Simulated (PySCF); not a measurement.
**From one method to the next for BeP (quartet)**

Aim: see what other levels and later steps give for BeP (quartet).

Method: method and basis as typed in the scripts; program: PySCF 2.14.0.

3 further runs of the same task are left out: 3 that didn't finish.

### Step 1. The system as given

BeP (quartet): 2 atoms, charge 0, spin multiplicity 4.

Bond lengths: Be1–P2 1.823 Å.

### Step 2. The run that the others are compared with

Contents of input.py:

```python
from pyscf import gto, dft
from pyscf.prop.polarizability import uhf as pol

mol = gto.M(
    atom='Be 0 0 0; P 0 0 1.823',
    basis='6-31g',
    charge=0,
    spin=3,
    symmetry=True,
    verbose=4,
)
mf = dft.UKS(mol, xc='pbe')
mf.kernel()
print('polarizability (a.u.)')
print(pol.Polarizability(mf).polarizability().round(4))
mf.dip_moment()
print('orbital energies (hartree):', [e[max(0, n-3):n+3].round(4) for e, n in zip(mf.mo_energy, mol.nelec)])
```

The run is started by

```
> OMP_NUM_THREADS=1 python input.py
```

### Step 3. Bp86

Edit 1 changes functional: pbe → bp86.

input.py, as its differences from that of step 2:

```diff
@@ -11,3 +11,3 @@
 )
-mf = dft.UKS(mol, xc='pbe')
+mf = dft.UKS(mol, xc='bp86')
 mf.kernel()
```

### Step 4. Population analysis

Edit 2 changes step after the SCF: polarizability → analyze.

Contents of input.py:

```python
from pyscf import gto, dft

mol = gto.M(
    atom='Be 0 0 0; P 0 0 1.823',
    basis='6-31g',
    charge=0,
    spin=3,
    symmetry=True,
    verbose=4,
)
mf = dft.UKS(mol, xc='pbe')
mf.kernel()
mf.analyze()
print('orbital energies (hartree):', [e[max(0, n-3):n+3].round(4) for e, n in zip(mf.mo_energy, mol.nelec)])
```

### Step 5. Hse06

Edit 3 changes functional: pbe → hse06.

input.py, as its differences from that of step 2:

```diff
@@ -11,3 +11,3 @@
 )
-mf = dft.UKS(mol, xc='pbe')
+mf = dft.UKS(mol, xc='hse06')
 mf.kernel()
```

### Step 6. Gradient

Edit 4 changes step after the SCF: polarizability → gradient.

input.py, as its differences from that of step 2:

```diff
@@ -1,3 +1,2 @@
 from pyscf import gto, dft
-from pyscf.prop.polarizability import uhf as pol
 
@@ -13,4 +12,5 @@
 mf.kernel()
-print('polarizability (a.u.)')
-print(pol.Polarizability(mf).polarizability().round(4))
+g = mf.nuc_grad_method()
+g.grid_response = True
+g.kernel()
 mf.dip_moment()
```

### Step 7. Pbe0

Edit 5 changes functional: pbe → pbe0.

input.py, as its differences from that of step 2:

```diff
@@ -11,3 +11,3 @@
 )
-mf = dft.UKS(mol, xc='pbe')
+mf = dft.UKS(mol, xc='pbe0')
 mf.kernel()
```

### Step 8. Wb97x

Edit 6 changes functional: pbe → wb97x.

input.py, as its differences from that of step 2:

```diff
@@ -11,3 +11,3 @@
 )
-mf = dft.UKS(mol, xc='pbe')
+mf = dft.UKS(mol, xc='wb97x')
 mf.kernel()
```

Q: Predict the outcome of this session. Wanted: for each run, E(SCF); from base; gap, α spin; SCF dipole.

**Answer**, as computed:

| run | E(SCF) (hartree) | from base (eV) | cycles | gap, α spin (eV) | SCF dipole (D) |
| --- | --- | --- | --- | --- | --- |
| base | -355.733788 | 0 | 7 | 2.93 | 0.17 |
| bp86 | -355.951940 | not comparable | 7 | 2.97 | 0.19 |
| population analysis | -355.733788 | 0.0000 | 7 | 2.93 | 0.17 |
| hse06 | -355.790621 | not comparable | 8 | 4.04 | 0.38 |
| gradient | -355.733788 | 0.0000 | 7 | 2.93 | 0.17 |
| pbe0 | -355.772012 | not comparable | 8 | 4.80 | 0.39 |
| wb97x | -355.907316 | not comparable | 10 | 9.18 | 0.42 |

**Reading.** The α-spin gap between the frontier levels is 2.9 eV with pbe (0 % exact exchange) and 4.8 eV with pbe0 (25 %): exact exchange opens it. A lower total energy from another functional means nothing by itself.
